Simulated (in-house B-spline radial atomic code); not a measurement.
# Pr⁴⁺: excited configurations

Wanted: excitation energies of Pr⁴⁺ as differences of total energies (ΔSCF).

The numbers are computed with in-house B-spline radial atomic code version 1 (scalar-relativistic (spin-free one-electron X2C) RPBE, spin-polarised, spherical fractional occupations, Fermi nucleus, basis-set limit), except any that are marked as measured or tabulated.

## (1) Starting point

```
element       : praseodymium (Z = 59)
charge        : +4
electrons     : 55
configuration : [Xe] 4f1
Hamiltonian   : scalar-relativistic (X2C)
nucleus       : Fermi, rms radius 4.892 fm
```

The outer shells:

[Xe] 4f1
```
[Xe] core
4f [↑ ][  ][  ][  ][  ][  ][  ]
```

Where spins are not typed, each open shell is filled with up spins first.

Settings, as recorded:

```ini
Z = 59
electrons = 55.0
configuration = [Xe] 4f1
hamiltonian = x2c
method = rpbe,pbe
spin_polarised = True
nucleus = fermi
rms_radius = 4.8919
mass_number = 141
atomic_mass = 140.907659604
speed_of_light = 137.035999084
```

The reference is known from an earlier run: -9233.821703 hartree in all. Up to eight levels, counted from the top:

| orbital | occupation | energy (eV) | <r> (bohr) |
| --- | --- | --- | --- |
| 4p down | 3 | -266.04 | 0.6546 |
| 4d up | 5 | -161.22 | 0.7166 |
| 4d down | 5 | -160.34 | 0.7167 |
| 5s up | 1 | -81.064 | 1.427 |
| 5s down | 1 | -80.578 | 1.431 |
| 5p up | 3 | -61.482 | 1.606 |
| 5p down | 3 | -61.120 | 1.612 |
| 4f up | 1 | -48.902 | 0.9294 |

## (2) Run with 1s2 2s2 2p6 3s2 3p6 3d10 4s2 4p6 4d10 5s2 5p6 5f0,1

In configurations, two counts after a shell (as in p1,2) give the electrons with spin up and with spin down.

Settings, as recorded:

```ini
Z = 59
electrons = 55.0
configuration = 1s2 2s2 2p6 3s2 3p6 3d10 4s2 4p6 4d10 5s2 5p6 5f0,1
hamiltonian = x2c
method = rpbe,pbe
spin_polarised = True
nucleus = fermi
rms_radius = 4.8919
mass_number = 141
atomic_mass = 140.907659604
speed_of_light = 137.035999084
```

## (3) Run with 1s2 2s2 2p6 3s2 3p6 3d10 4s2 4p6 4d10 4f0,1 5s2 5p2,3 5d0,1

Settings: those of step 2 with these lines changed.

```diff
@@ -2,3 +2,3 @@
 electrons = 55.0
-configuration = 1s2 2s2 2p6 3s2 3p6 3d10 4s2 4p6 4d10 5s2 5p6 5f0,1
+configuration = 1s2 2s2 2p6 3s2 3p6 3d10 4s2 4p6 4d10 4f0,1 5s2 5p2,3 5d0,1
 hamiltonian = x2c
```

## (4) Run with 1s2 2s2 2p6 3s2 3p6 3d10 4s2 4p6 4d10 4f1,1 5s2 5p3,2

Settings: those of step 3 with these lines changed.

```diff
@@ -2,3 +2,3 @@
 electrons = 55.0
-configuration = 1s2 2s2 2p6 3s2 3p6 3d10 4s2 4p6 4d10 4f0,1 5s2 5p2,3 5d0,1
+configuration = 1s2 2s2 2p6 3s2 3p6 3d10 4s2 4p6 4d10 4f1,1 5s2 5p3,2
 hamiltonian = x2c
```

## (5) 1s2 2s2 2p6 3s2 3p6 3d10 4s2 4p6 4d10 4f0,1 5s2 5p2,3 6d0,1

Settings: those of step 4 with these lines changed.

```diff
@@ -2,3 +2,3 @@
 electrons = 55.0
-configuration = 1s2 2s2 2p6 3s2 3p6 3d10 4s2 4p6 4d10 4f1,1 5s2 5p3,2
+configuration = 1s2 2s2 2p6 3s2 3p6 3d10 4s2 4p6 4d10 4f0,1 5s2 5p2,3 6d0,1
 hamiltonian = x2c
```

Q: How far above the reference does each configuration lie (order and size, in eV)?

As calculated:

| net move | configuration | 2|M_S|+1 | energy above the reference (eV) | largest <r> (bohr) |
| --- | --- | --- | --- | --- |
| 5p → 4f, spins typed | 1s2 2s2 2p6 3s2 3p6 3d10 4s2 4p6 4d10 4f1,1 5s2 5p3,2 | 2 | 14.303 | 1.64 |
| 5p → 5d, spins typed | 1s2 2s2 2p6 3s2 3p6 3d10 4s2 4p6 4d10 4f0,1 5s2 5p2,3 5d0,1 | 4 | 24.608 | 2.04 |
| 4f → 5f, spins typed | 1s2 2s2 2p6 3s2 3p6 3d10 4s2 4p6 4d10 5s2 5p6 5f0,1 | 2 | 36.474 | 3.33 |
| 5p → 6d, spins typed | 1s2 2s2 2p6 3s2 3p6 3d10 4s2 4p6 4d10 4f0,1 5s2 5p2,3 6d0,1 | 4 | 45.289 | 4.25 |

At the bottom stands 5p → 4f, spins typed (14.303 eV), at the top 5p → 6d, spins typed (45.289 eV). The reference has 2|M_S|+1 = 2; 2 of the configurations differ from it in spin. These are spherical averages at the typed spins, not spectroscopic levels.
